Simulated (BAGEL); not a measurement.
# GeNH4O (SMILES [NH][GeH2][OH]) at UHF/3-21G (density fitting with qzvpp-jkfit)

Aim: the vertical ionisation energy of GeNH4O at UHF/3-21G (density fitting with qzvpp-jkfit), from 2 runs. 

The results are computed with BAGEL 1.2.2.

27 further runs of the same task are left out: 2 that didn't finish, 25 set aside as unsound or not needed.

## 1. The molecule

The species is GeNH4O (7 atoms), meant as a doublet with charge 0. SMILES: `[NH][GeH2][OH]`. Geometry: relaxed at PBE0-D4/def2-TZVP. This is one conformer, not always the lowest.

Bond lengths: N1–Ge2 1.860 Å, Ge2–O3 1.772 Å, N1–H4 1.025 Å, Ge2–H5 1.544 Å, Ge2–H6 1.536 Å, O3–H7 0.961 Å. Angles: N1–Ge2–O3 106.5°, N1–Ge2–H5 107.6°, N1–Ge2–H6 113.8°, O3–Ge2–H5 110.8°, O3–Ge2–H6 105.4°, Ge2–N1–H4 110.2°, Ge2–O3–H7 111.8°, H5–Ge2–H6 112.6°.

## 2. A single-point energy at UHF/3-21G (density fitting with qzvpp-jkfit)

Input file hf.json:

```json
{ "bagel": [

{
  "title": "molecule",
  "basis": "3-21g",
  "df_basis": "qzvpp-jkfit",
  "angstrom": "true",
  "geometry": [
    { "atom": "N", "xyz": [      -1.180000,      -0.629600,      -0.704300 ] },
    { "atom": "Ge", "xyz": [       0.091800,       0.357900,       0.227300 ] },
    { "atom": "O", "xyz": [       1.488100,      -0.708500,       0.454200 ] },
    { "atom": "H", "xyz": [      -2.073700,      -0.127300,      -0.724700 ] },
    { "atom": "H", "xyz": [       0.468500,       1.575300,      -0.644200 ] },
    { "atom": "H", "xyz": [      -0.348300,       0.758200,       1.642900 ] },
    { "atom": "H", "xyz": [       1.614800,      -1.294000,      -0.296700 ] }
  ]
},

{ "title": "uhf", "nopen": 1 },

{ "title": "print", "file": "orbitals.molden", "orbitals": "true" }

]}
```

Launch:

```sh
$ BAGEL_NUM_THREADS=1 BAGEL hf.json > hf.out
```

The log of the run:

```text
* using 1 threads per process

  ===============================================================
  ===============================================================

  *** Geometry ***

  { "atom" : "N", "xyz" : [     -2.229877,     -1.189772,     -1.330934 ] },
  { "atom" : "Ge", "xyz" : [      0.173477,      0.676333,      0.429535 ] },
  { "atom" : "O", "xyz" : [      2.812101,     -1.338871,      0.858314 ] },
  { "atom" : "H", "xyz" : [     -3.918725,     -0.240562,     -1.369485 ] },
  { "atom" : "H", "xyz" : [      0.885337,      2.976886,     -1.217362 ] },
  { "atom" : "H", "xyz" : [     -0.658192,      1.432790,      3.104631 ] },
  { "atom" : "H", "xyz" : [      3.051530,     -2.445306,     -0.560682 ] },

  Number of auxiliary basis functions:      492

  Since a DF basis is specified, we compute 2- and 3-index integrals:
    o Being stored without compression. Storage requirement is 0.009 GB

  Number of basis functions:       48
  Number of electrons      :       51

    * METHOD: MOLECULE                             0.19

  *** Open-shell HF ***

  === Nuclear Repulsion ===
   203.9485575824

      * DIIS with orbital gradients will be used.

  === UHF iteration (3-21g) ===
      0      -2195.98894816          0.06442013           0.08
      1      -2196.16144206          0.03799861           0.07
      2      -2196.21637269          0.02204831           0.08
      3      -2196.23661201          0.00205110           0.07
      4      -2196.23748788          0.00085544           0.07
      5      -2196.23768913          0.00018890           0.08
      6      -2196.23774926          0.00007884           0.07
      7      -2196.23777547          0.00003316           0.08
      8      -2196.23778106          0.00001329           0.07
      9      -2196.23778149          0.00000795           0.08
     10      -2196.23778153          0.00000627           0.08
     11      -2196.23778155          0.00000534           0.08
     12      -2196.23778159          0.00000388           0.08
     13      -2196.23778162          0.00000203           0.08
     14      -2196.23778162          0.00000099           0.08
     15      -2196.23778163          0.00000057           0.07
     16      -2196.23778163          0.00000029           0.07
     17      -2196.23778163          0.00000011           0.08
     18      -2196.23778163          0.00000006           0.07
     19      -2196.23778163          0.00000005           0.07
     20      -2196.23778163          0.00000004           0.08
     21      -2196.23778163          0.00000003           0.08
     22      -2196.23778163          0.00000002           0.07
     23      -2196.23778163          0.00000001           0.07
     24      -2196.23778163          0.00000001           0.08
    * SCF iteration converged.

    * S^2 (UHF) is 0.7579

    * Permanent dipole moment:
           (    0.659096,    -0.658066,     0.335010) a.u.

    * METHOD: UHF                                  2.02

    * METHOD: PRINT                                0.01

  ===============================================================
```

Wall time 2.4 s (1 thread of Arm Neoverse V1, shared host).

## 3. The singlet cation at the same level

Input file input.json:

```json
{ "bagel": [

{
  "title": "molecule",
  "basis": "3-21g",
  "df_basis": "qzvpp-jkfit",
  "angstrom": true,
  "geometry": [
    { "atom": "N", "xyz": [      -1.180000,      -0.629600,      -0.704300 ] },
    { "atom": "Ge", "xyz": [       0.091800,       0.357900,       0.227300 ] },
    { "atom": "O", "xyz": [       1.488100,      -0.708500,       0.454200 ] },
    { "atom": "H", "xyz": [      -2.073700,      -0.127300,      -0.724700 ] },
    { "atom": "H", "xyz": [       0.468500,       1.575300,      -0.644200 ] },
    { "atom": "H", "xyz": [      -0.348300,       0.758200,       1.642900 ] },
    { "atom": "H", "xyz": [       1.614800,      -1.294000,      -0.296700 ] }
  ]
},

{ "title": "hf", "charge": 1 },

{ "title": "print", "file": "orbitals.molden", "orbitals": true }

]}
```

Launch:

```sh
$ BAGEL_NUM_THREADS=1 BAGEL input.json > input.out
```

The log of the run:

```text
* using 1 threads per process

  ===============================================================
  ===============================================================

  *** Geometry ***

  { "atom" : "N", "xyz" : [     -2.229877,     -1.189772,     -1.330934 ] },
  { "atom" : "Ge", "xyz" : [      0.173477,      0.676333,      0.429535 ] },
  { "atom" : "O", "xyz" : [      2.812101,     -1.338871,      0.858314 ] },
  { "atom" : "H", "xyz" : [     -3.918725,     -0.240562,     -1.369485 ] },
  { "atom" : "H", "xyz" : [      0.885337,      2.976886,     -1.217362 ] },
  { "atom" : "H", "xyz" : [     -0.658192,      1.432790,      3.104631 ] },
  { "atom" : "H", "xyz" : [      3.051530,     -2.445306,     -0.560682 ] },

  Number of auxiliary basis functions:      492

  Since a DF basis is specified, we compute 2- and 3-index integrals:
    o Being stored without compression. Storage requirement is 0.009 GB

  Number of basis functions:       48
  Number of electrons      :       51

    * METHOD: MOLECULE                             0.19

  *** RHF ***

  === Nuclear Repulsion ===
   203.9485575824

      * DIIS with orbital gradients will be used.

  === RHF iteration (3-21g) ===
      0      -2195.63416440          0.02818994           0.04
      1      -2195.76841141          0.01828948           0.04
      2      -2195.82639956          0.00325414           0.04
      3      -2195.83351697          0.00124531           0.04
      4      -2195.83443277          0.00058862           0.04
      5      -2195.83471139          0.00012247           0.04
      6      -2195.83472290          0.00005872           0.04
      7      -2195.83472613          0.00002831           0.04
      8      -2195.83472697          0.00001440           0.04
      9      -2195.83472724          0.00000973           0.04
     10      -2195.83472739          0.00000773           0.04
     11      -2195.83472752          0.00000618           0.04
     12      -2195.83472766          0.00000337           0.04
     13      -2195.83472770          0.00000116           0.04
     14      -2195.83472771          0.00000049           0.04
     15      -2195.83472771          0.00000020           0.04
     16      -2195.83472771          0.00000006           0.04
     17      -2195.83472771          0.00000003           0.04
     18      -2195.83472771          0.00000002           0.04
     19      -2195.83472771          0.00000002           0.04
     20      -2195.83472771          0.00000001           0.04
     21      -2195.83472771          0.00000001           0.04
     22      -2195.83472771          0.00000001           0.04
    * SCF iteration converged.

    * Permanent dipole moment:
           (    2.336401,    -0.328902,     1.205221) a.u.

    * METHOD: HF                                   1.03

    * METHOD: PRINT                                0.01

  ===============================================================
```

Run time: 1.4 s. Hardware: 1 thread of Arm Neoverse V1, shared host.

## 4. Outcome

Level: UHF/3-21G (density fitting with qzvpp-jkfit).

| quantity | value |
| --- | --- |
| doublet GeNH4O: total energy | -2196.23778 Eh |
| doublet GeNH4O: dipole moment | 2.52 D |
| doublet GeNH4O: ⟨S²⟩ | 0.758 |
| singlet cation: total energy | -2195.83473 Eh |
| singlet cation: HOMO energy | -17.79 eV |
| singlet cation: LUMO energy | -8.76 eV |
| singlet cation: HOMO–LUMO gap | 9.03 eV |
| vertical ionisation energy (to the singlet cation) | 10.968 eV |

**Reading.** The vertical ionisation energy comes to 10.97 eV (1058 kJ/mol). Only the singlet of the ionised species was computed; a triplet could lie lower.
